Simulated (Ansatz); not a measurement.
# LiBe16: the cost of one run

Method: DFT PBE, plane waves, PAW, scalar-relativistic, no spin polarisation, in Ansatz 0.2.0.

### 1 The starting structure

The cell holds 17 atoms (Be16Li): a = 4.580 Å, b = 4.580 Å, c = 18.383 Å, α = 90.00°, β = 90.00°, γ = 60.00°.

Its coordinates follow in the input file.

### 2 End point A

input.yaml

```yaml
crystal:
  lattice:
    - [4.58, 0.0, 0.0]
    - [2.29, 3.966396, 0.0]
    - [0.0, 0.0, 18.382645]
  atoms:
    - { symbol: Be, position: [-0.1666667, 0.3333333, 0.0543991] }
    - { symbol: Be, position: [0.3333333, 0.3333333, 0.0543991] }
    - { symbol: Be, position: [-0.1666667, 0.8333333, 0.0543991] }
    - { symbol: Be, position: [0.3333333, 0.8333333, 0.0543991] }
    - { symbol: Be, position: [0.0, 0.0, 0.1520029] }
    - { symbol: Be, position: [0.5, 0.0, 0.1520029] }
    - { symbol: Be, position: [0.0, 0.5, 0.1520029] }
    - { symbol: Be, position: [0.5, 0.5, 0.1520029] }
    - { symbol: Be, position: [-0.1666667, 0.3333333, 0.2496066] }
    - { symbol: Be, position: [0.3333333, 0.3333333, 0.2496066] }
    - { symbol: Be, position: [-0.1666667, 0.8333333, 0.2496066] }
    - { symbol: Be, position: [0.3333333, 0.8333333, 0.2496066] }
    - { symbol: Be, position: [0.0, 0.0, 0.3472104] }
    - { symbol: Be, position: [0.5, 0.0, 0.3472104] }
    - { symbol: Be, position: [0.0, 0.5, 0.3472104] }
    - { symbol: Be, position: [0.5, 0.5, 0.3472104] }
    - { symbol: Li, position: [0.1802372, 0.6668342, 0.4511127] }
basis:
  ecutwfc: 420.0
kpoints:
  mp_grid: { grid: [5, 5, 1] }
hamiltonian:
  xc: pbe
scf:
  occupations: { method: gaussian, width: 0.1 }
  lower_state_search: "off"
relax:
  f_tol: 0.03
  max_steps: 60
  adjacent_minimum: "off"
  constraints: [{ sites: [0, 1, 2, 3] }]
output:
  write_density: true
  write_potential: true
  elf: true
  volumetric_format: npy
```

The run is started by

```
ansatz run input.yaml --threads 1 --pin off --max-ram 3072MiB --backend cpu --events-out ev --progress --plain --runs-dir out
```

Q: Estimate wall time and peak memory on 1 thread of Arm Neoverse V1, shared host.

About 57 s, with a peak of 0.49 GiB.
